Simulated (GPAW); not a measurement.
AlFe3B:

```
Fe Al B
1.0
     3.82232    0.00000    0.00000
     0.00000    3.82232    0.00000
     0.00000    0.00000    3.82232
Fe Al B
3 1 1
Direct
  0.00000 0.00000 0.50000
  0.00000 0.50000 0.00000
  0.50000 0.00000 0.00000
  0.50000 0.50000 0.50000
  0.00000 0.00000 0.00000
```

The cell comes from a database or a generator and needn't be the stable form of this composition.

* Program: GPAW 26.7.0
* Task: relaxation of cell and atoms
* Functional: PBEsol
* Dispersion: D4
* Potentials or basis: PAW data sets generated in the run's folder for this functional
* Cutoff: 800 eV
* Basis: pw
* k mesh: 6 × 6 × 6
* Occupations: fermi-dirac, width 0.05 eV
* Spin: collinear spin, ferromagnetic start
* Starting moments: [3.0, 3.0, 3.0, 0.0, 0.0] μB

At the start: pressure -8.4 GPa; volume 11.17 Å³/atom.

**Question.** How do energy, volume and symmetry change on relaxing?

**Answer.** Over 4 steps the energy falls by 11.0 meV/atom and the volume is 10.70 Å³/atom (-4.2 %); space group Pm-3m (No. 221, to 0.05 Å); moment 4.02 μB per cell.

Step by step:
```
step  energy change (eV)  largest force (eV/Å)  pressure (GPa)  volume (Å³)
   1              0.0000                0.0000           -8.35        55.84
   2             -0.0128                0.0000           -7.45        55.57
   3             -0.0547                0.0000            0.41        53.42
   4             -0.0551                0.0000           -0.02        53.52
```

Final structure:
```
CELL_PARAMETERS angstrom
3.76864 0.00000 0.00000
0.00000 3.76864 0.00000
0.00000 0.00000 3.76864
ATOMIC_POSITIONS crystal
Fe 0.00000 0.00000 0.50000
Fe 0.00000 0.50000 0.00000
Fe 0.50000 0.00000 0.00000
Al 0.50000 0.50000 0.50000
B 0.00000 0.00000 0.00000
```

Caveat: each step starts from the last one's moments, so a moment once lost doesn't come back; later steps reuse the first step's grids; pairwise dispersion overbinds metals, which lowers pressure and volume.
